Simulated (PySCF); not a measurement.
# C5H11ClSi: electronic excitations

Wanted: the electronic excitations of C5H11ClSi (`C=C(Cl)[SiH2]C(C)C`), by calculation.

The runs use PySCF 2.14.0, with density-fitted response routines of our own; the level of theory stands in each step. All values are computed, except where a source is named. Atoms are numbered from 0 throughout.

## Step 1: The molecule as given

18 atoms, charge 0, multiplicity 1; geometry from: GFN2-xTB.

Bonds of the start (Å): C0–C1 1.32, C1–Cl2 1.74, C1–Si3 1.90, Si3–C4 1.91, C4–C5 1.53, C4–C6 1.53, C0–H7 1.08, C0–H8 1.08, Si3–H9 1.47, Si3–H10 1.47, C4–H11 1.10, C5–H12 1.09, C5–H13 1.09, C5–H14 1.09, C6–H15 1.09, C6–H16 1.09, C6–H17 1.09.

## Step 2: Excited states and response: PBE0/def2-SVPD

Job settings and geometry (Å):

```
{"job": {"kind": "uv", "xc": "PBE0", "basis": "def2-SVPD", "nstates": 8, "ntriplets": 3}, "charge": 0, "multiplicity": 1}
C      3.070790     0.559154     0.198625
C      1.989656     0.402567    -0.544799
Cl     1.728750     1.467584    -1.894533
Si     0.619275    -0.891518    -0.347752
C     -1.040498     0.026509    -0.129169
C     -2.202563    -0.956638    -0.011694
C     -1.016531     0.963064     1.078449
H      3.244687    -0.098807     1.031871
H      3.808952     1.323584     0.015682
H      0.592153    -1.706980    -1.565025
H      0.942485    -1.705771     0.828523
H     -1.215446     0.639415    -1.020319
H     -3.147681    -0.422616     0.078787
H     -2.257691    -1.602292    -0.885142
H     -2.084683    -1.586318     0.867474
H     -1.966244     1.489271     1.170687
H     -0.224712     1.702811     0.980199
H     -0.849461     0.403299     1.996801
```

Method: TDDFT PBE0/def2-SVPD, vertical, gas phase, core orbitals frozen in the response.

Run with:

```console
$ OMP_NUM_THREADS=1 python probes_run.py task.json out
```

One launch serves the whole session: the jobs run in the order shown.

The program printed:

```text
coarse grid: 15504 points
cycle   1  E = -945.7946780711  dE =  4.589e-01  |g| = 4.024e-01  |ddm| = 6.117e+00
cycle   2  E = -945.7814209933  dE =  1.326e-02  |g| = 4.677e-01  |ddm| = 1.347e+00
cycle   3  E = -945.8384212240  dE = -5.700e-02  |g| = 7.191e-02  |ddm| = 7.257e-01
cycle   4  E = -945.8395428178  dE = -1.122e-03  |g| = 3.605e-02  |ddm| = 1.846e-01
cycle   5  E = -945.8398609002  dE = -3.181e-04  |g| = 1.005e-02  |ddm| = 7.688e-02
cycle   6  E = -945.8398862175  dE = -2.532e-05  |g| = 2.164e-03  |ddm| = 1.979e-02
cycle   7  E = -945.8398873573  dE = -1.140e-06  |g| = 4.958e-04  |ddm| = 4.456e-03
final grid: 138808 points
cycle   8  E = -945.9519664452  dE = -3.558e-05  |g| = 7.903e-03  |ddm| = 1.139e-01
cycle   9  E = -945.9519591908  dE =  7.254e-06  |g| = 9.462e-03  |ddm| = 2.851e-02
cycle  10  E = -945.9519832450  dE = -2.405e-05  |g| = 7.929e-04  |ddm| = 1.535e-02
cycle  11  E = -945.9519833950  dE = -1.500e-07  |g| = 2.321e-04  |ddm| = 1.618e-03
cycle  12  E = -945.9519834061  dE = -1.112e-08  |g| = 1.038e-04  |ddm| = 5.700e-04
cycle  13  E = -945.9519834090  dE = -2.858e-09  |g| = 2.514e-05  |ddm| = 2.251e-04
cycle  14  E = -945.9519834092  dE = -1.664e-10  |g| = 4.936e-06  |ddm| = 5.342e-05
converged SCF energy = -945.9519834092

Static polarisability (au): isotropic 101.812, principal 88.858 99.368 117.209

Singlet excitations
state   eV       nm        f      main configurations
  1   6.2553    198.2   0.06371   H-1->L 0.45, H-2->L 0.28, H->L 0.25
  2   6.3710    194.6   0.18036   H->L 0.68, H-2->L 0.15, H-1->L 0.11
  3   6.6256    187.1   0.00680   H->L+1 0.65, H->L+3 0.19, H->L+2 0.09
  4   6.7336    184.1   0.02135   H-2->L 0.54, H-1->L 0.42
  5   7.0656    175.5   0.00007   H->L+2 0.88
  6   7.2890    170.1   0.00385   H->L+3 0.56, H->L+1 0.23, H-1->L+1 0.11
  7   7.5441    164.3   0.03393   H-1->L+1 0.36, H-2->L+1 0.20
  8   7.5858    163.4   0.01435   H-4->L 0.33, H-5->L 0.16, H->L+4 0.13

Triplet excitations (Tamm-Dancoff, eV): 4.0207 5.8486 6.1726
```

Run time: 58 s. Hardware: 1 thread of Arm Neoverse V2, shared host; peak memory 1 GiB.

The orbitals next to the gap, with their largest atomic shares:

| orbital | eV | atoms |
| --- | --- | --- |
| HOMO−3 | -9.42 | C4 19 %, Si3 17 %, H9 12 % |
| HOMO−2 | -8.55 | Cl2 51 %, Si3 14 %, C1 11 % |
| HOMO−1 | -8.25 | C4 22 %, Cl2 18 %, Si3 16 % |
| HOMO | -7.54 | C0 29 %, Cl2 28 %, C1 25 % |
| LUMO | -0.62 | C0 34 %, C1 32 %, Cl2 8 % |
| LUMO+1 | 0.46 | Cl2 30 %, Si3 14 %, C1 11 % |
| LUMO+2 | 0.69 | Si3 25 %, C0 15 %, Cl2 11 % |

With each of the 8 states as a Gaussian band of 0.4 eV half-width at 1/e, the curve within the window shown has maxima at 195 nm (ε 10,000), 164 nm (ε 2,100) L/(mol cm). Beyond the last state computed it falls off for lack of states. The curve at chosen wavelengths:

(nm, ε (L/mol/cm)): (157, 1010), (159, 1436), (162, 1939), (164, 2069), (167, 1925), (169, 1695), (172, 1400), (174, 1376), (177, 1769), (179, 2376), (182, 3816), (184, 5066), (187, 7129), (189, 8414), (192, 9812), (194, 10217), (197, 9930), (199, 9206), (202, 7587), (204, 6343), (207, 4521), (209, 3454), (212, 2171), (214, 1534), (217, 865), (219, 572)

Leading natural transition orbitals of singlet state 2: the hole lies on Cl2 50 %; C0 19 %; C1 15 %; the particle on C1 30 %; C0 23 %; H8 12 %.

Leading natural transition orbitals of singlet state 1: the hole lies on Cl2 42 %; C1 16 %; C4 10 %; the particle on C0, C1 about 30 % each; H8 11 %; H7 8 %.

Further results of this job:

| property | computed |
| --- | --- |
| dipole moment (D) | 1.37 |
| polarisability (Å³) | 15.09 |
| HOMO–LUMO gap (eV) | 6.92 |
| −ε(HOMO) (eV) | 7.54 |

Orbitals, density, ELF and potential are computed afterwards from the orbital file.

Frontier orbitals at PBE0/def2-SVPD, with the share of their density that lies nearest to each atom:

| orbital | energy (eV) | lies on |
| --- | --- | --- |
| HOMO | -7.54 | C0 29 %; Cl2 29 %; C1 21 % |
| LUMO | -0.62 | C0, C1 about 29 % each; H8 11 %; H7 8 % |

ELF in a plane through or near 10 of the atoms.

Ten even steps from '0' (0.00) to '9' (1.00):
```
0000000000000000000000000000
0000000000000000000000000000
0000000000000000000000000000
0000000000000000132000000000
0000000000017962799600000000
0000000000029995999800000000
0000121121009994899400000000
0001897344103982473000000000
0007999677620159840399600000
0006999388773462275999900000
0001687592595693393799800000
0000035886982257561463100000
0000024566731222059981000000
0000002332257781059992000000
0000000000189994019981000000
0000000000299995003420000000
0000000000179992000000000000
0000000000001210000000000000
0000000000000000000000000000
0000000000000000000000000000
```
The map spans 13.2 Å across and 10.0 Å up, centred on the molecule. Atoms in the plane (x, y in Å): C1 (-2.1, -0.3), C4 (1.0, 0.0), C5 (2.3, -0.6), C6 (0.9, 1.5), H8 (-4.0, 0.5), H9 (-0.3, -2.4), H12 (3.2, 0.1), H13 (2.5, -1.6), H15 (1.7, 2.1), H16 (-0.1, 1.9).

On the surface of density 0.002 e/bohr³ the electrostatic potential runs, from the 1st to the 99th percentile, from -0.61 V near Cl2 to 0.94 V near H7.

## Step 3: Outcome

| quantity | value |
| --- | --- |
| lowest singlet (PBE0/def2-SVPD) | 6.26 eV (198 nm), f = 0.064 |
| brightest single state of those computed | state 2, 6.37 eV, f = 0.180 |
| lowest triplet | 4.02 eV |
| surface potential, 1st and 99th percentile | -0.61 V and 0.94 V |

**Reading.** The lowest singlet, at 6.26 eV, is HOMO−1→LUMO 0.45, HOMO−2→LUMO 0.28 and is bright; of the 8 states computed, the strongest absorption comes from state 2 at 6.37 eV. The lowest triplet lies 2.23 eV below the lowest singlet (triplets in Tamm-Dancoff, singlets in full TDDFT). At PBE0/def2-SVPD, counted by nearest atom on the grid, the HOMO lies on C0 29 %; Cl2 29 %, the LUMO on C0, C1 about 29 % each; H8 11 %.
